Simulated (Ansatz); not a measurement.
Write a Python script for Ansatz 0.2.0, Python API that makes energies of removing a hydrogen of CH7BP2, SMILES CB(P)P. Use (for the species named): r2scan0, def2-TZVPP basis, multiplicity 1.

```xyz
11

C    -0.8753   -1.4246    0.2320
B     0.0267   -0.1598   -0.0940
P     1.8630   -0.1199    0.5041
P    -0.7062    1.3169   -1.1045
H    -0.9475   -1.5524    1.3317
H    -0.4161   -2.3304   -0.2146
H    -1.8932   -1.2863   -0.1872
H     2.3720    0.3657   -0.7669
H     1.7456    1.1958    1.1085
H    -1.5497    1.7645   -0.0100
H     0.3808    2.2305   -0.7993
```

`run_bde.py`:
```python
# -*- coding: utf-8 -*-
"""X-H bond energies and deprotonation of CH7BP2 without relaxation."""

import ansatz as az


def energy_of(molecule, charge=0, unpaired=0):
    calc = molecule.calculation().basis(gaussian="def2-TZVPP").functional("r2scan0")
    if charge:
        calc = calc.charge(charge)
    if unpaired:
        calc = calc.spin("collinear", total=unpaired)
    return calc.run(threads=1).report["free_energy_ev"]

def without(molecule, index):
    rest = az.Crystal.molecule()
    for i, site in enumerate(molecule.cartesian_sites):
        if i != index:
            rest = rest.atom(site.symbol, site.position_ang)
    return rest


def main():
    geometry = (
        az.Crystal.molecule()
        .atom("C", [-0.8753, -1.4246, 0.232])
        .atom("B", [0.0267, -0.1598, -0.094])
        .atom("P", [1.863, -0.1199, 0.5041])
        .atom("P", [-0.7062, 1.3169, -1.1045])
        .atom("H", [-0.9475, -1.5524, 1.3317])
        .atom("H", [-0.4161, -2.3304, -0.2146])
        .atom("H", [-1.8932, -1.2863, -0.1872])
        .atom("H", [2.372, 0.3657, -0.7669])
        .atom("H", [1.7456, 1.1958, 1.1085])
        .atom("H", [-1.5497, 1.7645, -0.01])
        .atom("H", [0.3808, 2.2305, -0.7993])
    )

    whole = energy_of(geometry, 0)
    hydrogen = energy_of(az.Crystal.molecule().atom("H", (0, 0, 0)), 0, 1)
    print(f"E(molecule) = {whole:.5f} eV, E(H) = {hydrogen:.5f} eV")
    for index in [6, 10]:
        radical = energy_of(without(geometry, index), 0, 1)
        print(f"H{index}: homolysis {96.485332 * (radical + hydrogen - whole):.1f} kJ/mol")
        anion = energy_of(without(geometry, index), -1)
        print(f"H{index}: loss of a proton {96.485332 * (anion - whole):.1f} kJ/mol")


if __name__ == "__main__":
    main()
```

```console
$ python run_bde.py
E(molecule) = -20402.76779 eV, E(H) = -13.60215 eV
H6: homolysis 459.5 kJ/mol
H6: loss of a proton 1724.7 kJ/mol
H10: homolysis 345.2 kJ/mol
H10: loss of a proton 1544.5 kJ/mol
```

Total energies depend on the basis set; only differences at equal settings carry meaning. The geometry is a force-field or estimated start, not a minimum of this method, and the basis set is short of its limit. All parts are taken at fixed geometry, without zero-point energy. Anions want diffuse functions, which this basis lacks. Hardware and time: 72 s on 1 thread of Intel(R) Xeon(R) Platinum 8488C (Sapphire Rapids), on a shared host, peak memory 0.78 GiB.

(A comment or docstring line of the script was reworded after the run, the code is as it ran; lines on the test bed's own set-up are left out of the output.)
